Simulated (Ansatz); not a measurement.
# TiN: the cost of one run

Program: Ansatz 0.2.0. Level of theory: DFT PBE+U, PAW, plane waves, scalar-relativistic; U − J = 6 eV on Ti d. These are calculated values, not measurements.

### 1 The starting structure

Symmetry: Fm-3m, No. 225, cubic system. Conventional cell: a = 4.241 Å, b = 4.241 Å, c = 4.241 Å, α = 90.00°, β = 90.00°, γ = 90.00°. Around Ti (site symmetry m-3m) lie 6 N at 2.12 Å. N (site symmetry m-3m) has 6 Ti at 2.12 Å as nearest neighbours.

Coordinates:

```cif
data_structure
_symmetry_space_group_name_H-M 'Fm-3m'
_symmetry_Int_Tables_number 225
_cell_length_a 4.2410
_cell_length_b 4.2410
_cell_length_c 4.2410
_cell_angle_alpha 90.000
_cell_angle_beta 90.000
_cell_angle_gamma 90.000
_cell_volume 76.28
loop_
_atom_site_label
_atom_site_type_symbol
_atom_site_symmetry_multiplicity
_atom_site_Wyckoff_symbol
_atom_site_fract_x
_atom_site_fract_y
_atom_site_fract_z
_atom_site_occupancy
Ti1 Ti 4 a 0.00000 0.00000 0.00000 1
N1 N 4 b 0.00000 0.50000 0.00000 1
```

Atoms are counted from 1 in the order of input.yaml (N4 and so on).

First come: parallel moments, plain SCF; opposed moments +-, plain SCF; no spin polarisation; spin on, no moments given (the program may seed its own), plain SCF. Further starts follow from what these give.

“Plain SCF” means no search for lower states. 

The total moment includes the space between the atomic spheres.

### 2 Parallel moments, plain SCF

Input file input.yaml:

```yaml
crystal:
  lattice:
    - [0.0, -2.1205, -2.1205]
    - [-4.241, -2.1205, -2.1205]
    - [0.0, 2.1205, -2.1205]
  atoms:
    - { symbol: Ti, position: [0.0, 0.0, 0.0], spin: 1.0 }
    - { symbol: Ti, position: [0.0, 0.5, 0.5], spin: 1.0 }
    - { symbol: "N", position: [0.5, 0.0, 0.5] }
    - { symbol: "N", position: [0.5, 0.5, 0.0] }
magnetization:
  spin_polarized: true
hamiltonian:
  xc: pbe
  pseudopotentials: { kind: paw }
  hubbard: { sites: [{ species: Ti, l: d, u_eff: 6.0 }] }
basis:
  ecutwfc: 420
kpoints:
  mp_grid: { grid: [8, 5, 7] }
scf:
  occupations: { method: fermi_dirac, width: 0.02 }
  lower_state_search: "off"
output:
  forces: true
  stress: true
```

Launch:

```
$ ansatz run input.yaml --threads 2 --pin off --max-ram 5120MiB --backend cpu --events-out ev --progress --plain --runs-dir out
```

What time and memory should one allow on 2 threads of Arm Neoverse V1, shared host?

About 63 s, with a peak of 0.64 GiB.
